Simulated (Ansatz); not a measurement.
# AlClH₅PSi: basis-set convergence

How large a basis does AlClH₅PSi need? Two functionals are run in growing sets.

Program: Ansatz 0.2.0, Gaussian basis. Level of theory: one geometry, several basis sets. These are calculated values, not measurements.

Levels to be run: PBE0-D4/def2-SVP; ωB97M-V/def2-SVP; PBE0-D4/def2-QZVPP; ωB97M-V/def2-QZVPP; the functionals' def2-TZVPP values are taken from earlier runs.

### Step 1. The geometry

The geometry comes from an earlier relaxation with PBE0-D4 in a triple-zeta def2 set; it is a stationary point, not always the lowest conformer.

9 atoms, charge 0, spin multiplicity 1.

Atoms are counted from 1 here; the program's logs count them from 0.

Bond lengths: P1–Si2 2.274 Å, P1–H5 1.422 Å, P1–H6 1.422 Å, Si2–Al3 2.431 Å, Si2–H7 1.490 Å, Si2–H8 1.489 Å, Al3–Cl4 2.106 Å, Al3–H9 1.581 Å. Angles: Si2–P1–H5 94.8°, Si2–P1–H6 94.5°, H5–P1–H6 93.4°, P1–Si2–Al3 108.5°, P1–Si2–H7 106.4°, P1–Si2–H8 106.3°, Al3–Si2–H7 114.1°, Al3–Si2–H8 113.0°, H7–Si2–H8 108.1°, Si2–Al3–Cl4 115.3°, Si2–Al3–H9 127.7°, Cl4–Al3–H9 116.6°.

### Step 2. PBE0-D4 in def2-SVP

Input file in.yaml:

```yaml
crystal:
  periodic: [false, false, false]
  atoms:
    - {symbol: P, position_ang: [-1.571038, 1.428170, 0.034674]}
    - {symbol: Si, position_ang: [-0.246642, -0.109068, 1.061321]}
    - {symbol: Al, position_ang: [1.395418, -0.908098, -0.543557]}
    - {symbol: Cl, position_ang: [0.655344, -2.229749, -2.006329]}
    - {symbol: H, position_ang: [-0.488359, 2.172904, -0.509469]}
    - {symbol: H, position_ang: [-1.743412, 0.656601, -1.146911]}
    - {symbol: H, position_ang: [0.343318, 0.570327, 2.249061]}
    - {symbol: H, position_ang: [-1.154128, -1.184753, 1.548210]}
    - {symbol: H, position_ang: [2.897900, -0.442632, -0.704301]}
basis:
  gaussian: {orbitals: def2-SVP}
hamiltonian: {xc: pbe0, dispersion: d4}
output: {orbitals: {seedname: orbitals}}
```

Started as:

```bash
ansatz run in.yaml --threads 2 --pin off --events-out ev --progress --plain --max-ram 4352MiB
```

The runs that follow: ωB97M-V in def2-SVP; PBE0-D4 in def2-QZVPP; ωB97M-V in def2-QZVPP.

**Question.** What will the summary of the whole plan be? Wanted: PBE0-D4: double and triple zeta above quadruple; ωB97M-V: double and triple zeta above quadruple.

As calculated:

| quantity | value |
| --- | --- |
| PBE0-D4: double and triple zeta above quadruple | 13.77, 1.12 eV |
| ωB97M-V: double and triple zeta above quadruple | 13.71, 1.08 eV |

**Reading.** PBE0-D4 gains 12.64 eV from double to triple zeta, then 1.12 eV more. These are total energies; as a rule much of such shifts cancels in differences, which this series doesn't test.
